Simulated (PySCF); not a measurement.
# C3H10OSi (trimethylsilanol): the cost of one run

The runs use PySCF 2.14.0, with density-fitted response routines of our own; the level of theory stands in each step. All values are computed, except where a source is named. Atoms count from 0, in the outputs and in this text.

## (1) Starting geometry

15 atoms, charge 0, multiplicity 1; geometry from: GFN2-xTB. The atoms were then displaced at random by about 0.01 Å, so the start is not that level's minimum.

Bonds of the start (Å): C0–Si1 1.89, Si1–C2 1.90, Si1–C3 1.94, Si1–O4 1.63, C0–H5 1.07, C0–H6 1.10, C0–H7 1.10, C2–H8 1.10, C2–H9 1.08, C2–H10 1.07, C3–H11 1.06, C3–H12 1.07, C3–H13 1.09, O4–H14 0.95.

## (2) Relaxing the molecule at PBE0-D3(BJ)/def2-SVP

What the job is given:

```
{"job": {"xc": "PBE0", "basis": "def2-SVP", "d3": "d3bj", "grid": 1, "shake": 0.01, "kind": "geom"}, "charge": 0, "multiplicity": 1}
C     -0.216000     1.226740    -1.284620
Si    -0.189520     0.079120     0.215970
C     -1.002150    -1.595900    -0.181160
C      1.659280    -0.115210     0.783020
O     -1.112360     0.663940     1.427230
H      0.309750     0.851970    -2.133910
H      0.204320     2.221020    -1.058160
H     -1.242560     1.425800    -1.622020
H     -0.968620    -2.237900     0.715740
H     -0.464890    -2.106310    -0.966830
H     -2.026680    -1.474670    -0.462920
H      2.249100    -0.564140     0.021460
H      2.045250     0.849400     1.033750
H      1.673120    -0.749810     1.672380
H     -0.933380     1.508580     1.832830
```

The run is started by

```
OMP_NUM_THREADS=1 python probes_run.py task.json out
```

This one command runs all jobs of the session in turn.

Q: Estimate the wall time and peak memory of this first job on 1 thread of Arm Neoverse V1, shared host.

About 54 s, with a peak of 0.51 GiB.
